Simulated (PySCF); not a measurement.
# A diatomic session: SiNi+

An exercise on one series of results from a longer session: the logs are not shown, and one member is left open.

The runs use PySCF 2.14.0; Si def2-TZVPPD, Ni def2-TZVPPD, no relativity.

1 further run of the same task is left out (it didn't finish).

Set-up of the first run:

The job is set up so:

```yaml
atoms: Si, Ni
charge: 1
basis: Si def2-TZVPPD, Ni def2-TZVPPD
Hamiltonian: no relativity
basis_functions: 115
electrons_treated: 41
masses_in_u: 27.9769, 57.9353
levels: PBE0, PBE, BLYP, BHandHLYP, M06-L, LDA, TPSS, ωB97X-V, HF, MP2, SCS-MP2
grid: 80 radial by 434 angular points
occupations: held fixed by the projection of orbital angular momentum
dissociation_limit: Si + Ni+, each in its ground configuration
starting_distance_in_angstrom: 2.270
values_of_2S_to_try: 1, 3, 5
```

The run is started by

```bash
$ OMP_NUM_THREADS=2 python dia.py task.json out
```

Steps of the session up to this table: Input; PBE0 along the bond; Higher solutions at PBE0; PBE (GGA); BLYP (GGA); BHandHLYP (global hybrid GGA); M06-L (meta-GGA); LDA; TPSS (meta-GGA); ωB97X-V; UHF (mean field).

One table of the session follows, with a row left open; its other results are not shown here.

Energy (eV) from each level's lowest point:

| R (Å) | UHF | UHF-MP2 | UHF-SCS-MP2 | LDA | PBE |
| --- | --- | --- | --- | --- | --- |
| 1.913 | 1.361 | 0.444 | 0.541 | 0.504 | 0.663 |
| 2.002 | 0.833 | 0.139 | 0.203 | 0.182 | 0.281 |
| 2.091 | ? | ? | ? | ? | ? |
| 2.158 | 0.290 | 0.000 | 0.000 | 0.000 | 0.010 |
| 2.225 | 0.161 | 0.036 | 0.009 | 0.022 | 0.000 |
| 2.292 | 0.076 | 0.108 | 0.054 | 0.083 | 0.032 |
| 2.381 | 0.015 | 0.239 | 0.151 | 0.211 | 0.125 |
| 2.492 | 0.000 | 0.436 | 0.310 | 0.418 | 0.293 |
| 2.626 | 0.043 | 0.691 | 0.525 | 0.703 | 0.538 |
| 2.804 | 0.161 | 1.028 | 0.821 | 1.102 | 0.893 |

Estimate the missing values for R (Å) = 2.091.

Worked estimate for «UHF». A straight line through the neighbours (2.002, 0.833) and (2.158, 0.290) gives 0.833 + (0.290 − 0.833) × (2.091 − 2.002) / (2.158 − 2.002) = 0.523; a parabola fitted to 4 rows on both sides gives 0.468.

**Answer.** UHF: 0.475; UHF-MP2: 0.013; UHF-SCS-MP2: 0.041; LDA: 0.031; PBE: 0.077. In «UHF» the line misses by +0.048 and the parabola by -0.007.

Limits of these values: Lowest PBE0 solution found, without spin–orbit coupling: doublet, unpaired electrons δ ↑. The state is the lowest single determinant that the PBE0 search found; with open d or f shells the true ground state can be another one. At some levels the lowest empty orbital lies below the highest filled one (the two can be of opposite spin). Warnings in the runs' records: inverted.
